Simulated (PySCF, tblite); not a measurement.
# C8H10SSi: geometry, infrared bands and NMR shifts

Wanted: the infrared bands and NMR shifts of C8H10SSi (`C=C=C(C#C[SiH2]C)C(C)=S`), by calculation.

The runs use tblite 0.8.0 and PySCF 2.14.0, with density-fitted response routines of our own; the level of theory stands in each step. All values are computed, except where a source is named. Atoms count from 0, in the outputs and in this text.

### Step 1. The molecule as given

20 atoms, charge 0, multiplicity 1; geometry from: force field or distance geometry start.

Bonds of the start (Å): C0–C1 1.31, C1–C2 1.30, C2–C3 1.42, C3–C4 1.20, C4–Si5 1.87, Si5–C6 1.85, C2–C7 1.51, C7–C8 1.51, C7–S9 1.71, C0–H10 1.07, C0–H11 1.10, Si5–H12 1.50, Si5–H13 1.49, C6–H14 1.10, C6–H15 1.09, C6–H16 1.09, C8–H17 1.09, C8–H18 1.10, C8–H19 1.10.

### Step 2. Geometry optimisation with GFN2-xTB

The job: settings as JSON, then the geometry in Å.

```
{"job": {"kind": "relax", "xc": "GFN2-xTB", "basis": "xTB"}, "charge": 0, "multiplicity": 1}
C     -1.919900    -3.007300     0.029700
C     -1.756900    -1.712200     0.040200
C     -1.562400    -0.429200     0.072500
C     -0.221800     0.030100    -0.010400
C      0.916200     0.399700    -0.054300
Si     2.689600     0.974900    -0.158200
C      3.879800    -0.437700    -0.263500
C     -2.714500     0.546800     0.165300
C     -2.369200     2.019700     0.175700
S     -4.362300     0.115000     0.254300
H     -1.085600    -3.680500    -0.037800
H     -2.931000    -3.427200     0.082800
H      3.003800     1.796400     1.052000
H      2.869300     1.849600    -1.345600
H      3.792900    -1.082900     0.618100
H      4.909900    -0.084000    -0.301600
H      3.690900    -1.047300    -1.145300
H     -1.843200     2.278600    -0.745800
H     -3.261600     2.663700     0.248900
H     -1.729400     2.244300     1.041700
```

The run is started by

```bash
OMP_NUM_THREADS=1 python probes_run.py task.json out
```

The driver reads the jobs from task.json and runs them one after another.

**Question.** This job is followed by: GFN2-xTB harmonic vibrations, gas phase; GIAO PBE0/pcSseg-1 NMR shielding, non-relativistic, gas phase. What will the session give for the following? strongest single infrared mode (GFN2-xTB); zero-point energy (GFN2-xTB); 13C shifts against TMS (PBE0/pcSseg-1); 1H shifts against TMS (PBE0/pcSseg-1, means over atoms taken as alike); 29Si shifts against TMS (PBE0/pcSseg-1); 33S shifts against CS2 (PBE0/pcSseg-1).

**Answer**, as computed:

| quantity | value |
| --- | --- |
| strongest single infrared mode (GFN2-xTB) | 2209 cm⁻¹, 465 km/mol |
| zero-point energy (GFN2-xTB) | 88.8 kcal/mol |
| 13C shifts against TMS (PBE0/pcSseg-1) | 253.5, 242.3, 105.9, 105.8, 105.1, 84.6, 45.6, -5.0 ppm |
| 1H shifts against TMS (PBE0/pcSseg-1, means over atoms taken as alike) | 5.77, 4.62, 3.22, 0.35 ppm |
| 29Si shifts against TMS (PBE0/pcSseg-1) | -69.1 ppm |
| 33S shifts against CS2 (PBE0/pcSseg-1) | 996 ppm |

Over 100 steps the energy fell by 1.894 eV; of the close pairs, C7–S9 changed most, 1.706 to 1.636 Å. The lowest mode is slightly imaginary (6i cm⁻¹), a soft motion within the noise of the Hessian, so the minimum is not strictly shown. The strongest single mode, at 2209 cm⁻¹, moves mainly H13 and H12. GFN2-xTB is a fitted tight-binding method: band positions and strengths are rough. Its intensities can rank the bands wrongly. C7 (thiocarbonyl carbon) lies farthest downfield among carbon, at 253.5 ppm; low-lying n→π* states of the double bond to the heteroatom give a large paramagnetic term (-324 ppm). The most deshielded hydrogen is H10, H11 (mean) (hydrogen on a terminal carbon of a cumulated C=C=C unit), at 5.77 ppm: a vinylic proton, deshielded by the sp2 carbon and the C=C anisotropy. At PBE0/pcSseg-1: The widest tensor belongs to S9: span 2426 ppm, with a paramagnetic part of -1546 ppm.
